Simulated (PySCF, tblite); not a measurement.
# C5H11BS2: geometry, infrared bands and NMR shifts

Wanted: the infrared bands and NMR shifts of C5H11BS2 (`CB1SCC(C)CS1`), by calculation.

The runs use tblite 0.8.0 and PySCF 2.14.0, with density-fitted response routines of our own; the level of theory stands in each step. All values are computed, except where a source is named. Atoms count from 0, in the outputs and in this text.

**1. The starting structure**

19 atoms, charge 0, multiplicity 1; geometry from: force field or distance geometry start.

Bonds of the start (Å): C0–B1 1.59, B1–S2 1.87, S2–C3 1.85, C3–C4 1.55, C4–C5 1.54, C4–C6 1.55, C6–S7 1.84, S7–B1 1.87, C0–H8 1.11, C0–H9 1.10, C0–H10 1.11, C3–H11 1.11, C3–H12 1.09, C4–H13 1.10, C5–H14 1.10, C5–H15 1.10, C5–H16 1.11, C6–H17 1.10, C6–H18 1.11.

**2. Geometry optimisation with GFN2-xTB**

The job: settings as JSON, then the geometry in Å.

```
{"job": {"kind": "relax", "xc": "GFN2-xTB", "basis": "xTB"}, "charge": 0, "multiplicity": 1}
C      3.015900     0.117400    -0.061200
B      1.802100    -0.342000     0.857400
S      0.868900     0.903300     1.893400
C     -0.430600     1.133400     0.601500
C     -1.212600    -0.181300     0.329900
C     -2.495100     0.145800    -0.463500
C     -0.361400    -1.200600    -0.473500
S      0.945800    -1.975100     0.560000
H      3.857900     0.454100     0.574800
H      3.337600    -0.723300    -0.695700
H      2.669700     0.957000    -0.706700
H     -1.132200     1.895600     0.997600
H      0.017800     1.529300    -0.312800
H     -1.515900    -0.637200     1.286200
H     -3.083700    -0.769200    -0.636200
H     -2.243500     0.608800    -1.428700
H     -3.126400     0.853400     0.119300
H      0.090600    -0.734700    -1.367500
H     -1.015000    -2.025400    -0.822000
```

Launch:

```
$ OMP_NUM_THREADS=1 python probes_run.py task.json out
```

This one command runs all jobs of the session in turn.

**Question.** This job is followed by: GFN2-xTB harmonic vibrations, gas phase; GIAO PBE0/pcSseg-1 NMR shielding, non-relativistic, gas phase. Predict these results of the whole session: strongest single infrared mode (GFN2-xTB); zero-point energy (GFN2-xTB); 13C shifts against TMS (PBE0/pcSseg-1, means over atoms taken as alike); 1H shifts against TMS (PBE0/pcSseg-1, means over atoms taken as alike); 11B shifts against BF3·OEt2 (PBE0/pcSseg-1); 33S shifts against CS2 (PBE0/pcSseg-1, means over atoms taken as alike).

As calculated:

```
                                                               quantity                             value
                              strongest single infrared mode (GFN2-xTB)             1008 cm⁻¹, 170 km/mol
                                           zero-point energy (GFN2-xTB)                     96.7 kcal/mol
13C shifts against TMS (PBE0/pcSseg-1, means over atoms taken as alike)         39.2, 35.4, 25.0, 8.3 ppm
 1H shifts against TMS (PBE0/pcSseg-1, means over atoms taken as alike)  2.49, 2.42, 1.69, 1.10, 0.82 ppm
                            11B shifts against BF3·OEt2 (PBE0/pcSseg-1)                          59.7 ppm
33S shifts against CS2 (PBE0/pcSseg-1, means over atoms taken as alike)                            47 ppm
```

**Reading.** Over 98 steps the energy fell by 1.095 eV; of the close pairs, B1–S2 changed most, 1.869 to 1.789 Å. No mode is imaginary among the 51: a minimum at this level. The strongest single mode, at 1008 cm⁻¹, is spread over several atoms, B1, H9, H8, C0 among them. Unscaled tight-binding wavenumbers are off by several per cent, some by more. Its intensities can rank the bands wrongly. At PBE0/pcSseg-1: The widest tensor belongs to S2, S7: span 253 ppm, with a paramagnetic part of -602 ppm.
